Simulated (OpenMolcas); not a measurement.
# Pm³⁺ among point charges: CASSCF levels and susceptibility

How does a field of 6 point charges split the states of Pm³⁺, and what χT follows?

Program: OpenMolcas 26.06. Level of theory: state-averaged CASSCF, spin-orbit coupling by RASSI with atomic mean-field integrals. These are calculated values, not measurements, unless marked.

### 1 What is computed

```
Species                           : Pm³⁺ (promethium, Z = 61, 58 electrons)
Basis                             : ANO-RCC-VDZP [7s6p4d2f1g], 68 functions
Scalar Hamiltonian                : DKH2, point nucleus
Inactive shells                   : 1s 2s 2p 3s 3p 3d 4s 4p 4d 5s 5p
Active space                      : 4 electrons in 7 orbitals (4f)
Some configurations of this space : 4f⁴
Orbitals                          : optimised for the highest spin of each parity, averaged over all roots
```

The outer shells:

4f4
```
4f [↑ ][↑ ][↑ ][↑ ][  ][  ][  ]
```

The ion sits among 6 point charges of -1.5 e arranged as an octahedron (Oh), 2.67 Å from the ion.

Each step is its own input file, run in one work folder so that later steps find the files of earlier ones. Labels, J, g values, rates, χT and fits are worked out afterwards by a script from the matrices that RASSI stores. The input lists half of the charges; inversion (Group=XYZ) makes the rest.

### 2 GATEWAY and SEWARD: basis and integrals

a.inp reads:

```
&GATEWAY
Coord
1

Pm 0.0 0.0 0.0
Basis=ANO-RCC-VDZP
Group=XYZ
NoMove
AngMom=0.0 0.0 0.0
AMFI
XField
3 Angstrom 0
2.670000 0.000000 0.000000 -1.500000
0.000000 2.670000 0.000000 -1.500000
0.000000 0.000000 2.670000 -1.500000
&SEWARD
```

Launch:

```sh
$ OMP_NUM_THREADS=1 MOLCAS_MEM=2252 MOLCAS_PROJECT=a pymolcas a.inp > a.log
```

### 3 CASSCF: quintets of even parity, 35 roots

a.inp reads:

```
&RASSCF
FileOrb=start.orb
Symmetry=1
Spin=5
nActEl=4 0 0
Inactive=15 12
Ras2=0 7
CIRoot=35 35 1
SDav=35
CIMx=300
Iter=120 100
PrWF=0.3
OrbListing=Nothing
MaxOrb=0
>>> COPY $Project.JobIph JOB001
```

start.orb holds the contracted functions of the basis, ordered by shell, or the orbitals of the step before.

### 4 Reference wave functions, triplets of even parity, 162 roots

a.inp reads:

```
&RASSCF
FileOrb=start.orb
Symmetry=1
Spin=3
nActEl=4 0 0
Inactive=15 12
Ras2=0 7
CIRoot=162 162 1
SDav=210
CIMx=300
Iter=120 100
PrWF=0.3
OrbListing=Nothing
MaxOrb=0
CIOnly
>>> COPY $Project.JobIph JOB002
```

### 5 CASSCF: singlets of even parity, 162 roots

a.inp reads:

```
&RASSCF
FileOrb=start.orb
Symmetry=1
Spin=1
nActEl=4 0 0
Inactive=15 12
Ras2=0 7
CIRoot=162 162 1
SDav=196
CIMx=300
Iter=120 100
PrWF=0.3
OrbListing=Nothing
MaxOrb=0
CIOnly
>>> COPY $Project.JobIph JOB003
```

### 6 State interaction with spin-orbit coupling

a.inp reads:

```
&RASSI
NrOfJobIphs=3 32 106 31
1 2 3 4 5 6 7 8 9 10 11 12 13 14 15 16 17 18 19 20 21 22 23 24 25 26 27
28 29 30 31 32
1 2 3 4 5 6 7 8 9 10 11 12 13 14 15 16 17 18 19 20 21 22 23 24 25 26 27
28 29 30 31 32 33 34 35 36 37 38 39 40 41 42 43 44 45 46 47 48 49 50 51
52 53 54 55 56 57 58 59 60 61 62 63 64 65 66 67 68 69 70 71 72 73 74 75
76 77 78 79 80 81 82 83 84 85 86 87 88 89 90 91 92 93 94 95 96 97 98 99
100 101 102 103 104 105 106
1 2 3 4 5 6 7 8 9 10 11 12 13 14 15 16 17 18 19 20 21 22 23 24 25 26 27
28 29 30 31
IphNames
JOB001
JOB002
JOB003
EJob
SpinOrbit
DIPRint=1.0
SOCoupling=1000.0
Subsets=2
Property=9
'ANGMOM' 1 'ANGMOM' 2 'ANGMOM' 3 'MLTPL  1' 1 'MLTPL  1' 2 'MLTPL  1' 3
'AMFI' 1 'AMFI' 2 'AMFI' 3
SOProperty=3
'ANGMOM' 1 'ANGMOM' 2 'ANGMOM' 3
```

Before running it: what results should come out? Wanted: spin-free ground state; first state of the same spin within the active space; lowest level; next level.

As calculated:

| quantity | value |
| --- | --- |
| method | CASSCF |
| spin-free ground state | 5A1, 1-fold in its orbital part |
| first state of the same spin within the active space | 5T1 at 22 cm⁻¹ |
| lowest level | 3-fold T2 |
| next level | 83.3 cm⁻¹ |
| χT at 300 K | 1.00 cm³ K/mol |
| effective moment at 300 K | 2.82 μB |

What this shows: The spin-free ground state (5A1) comes to 100 % from free-ion I terms and keeps the highest spin of the shell. The triplets, singlets rest on orbitals optimised for another spin in at least one step, which raises them against the optimised states. Not all states of the active space went into the spin-orbit step. High states of lower spin are left out of the spin-orbit mixing, and CASSCF puts spin-flip levels too high. This is an electrostatic model: the charges have no orbitals.
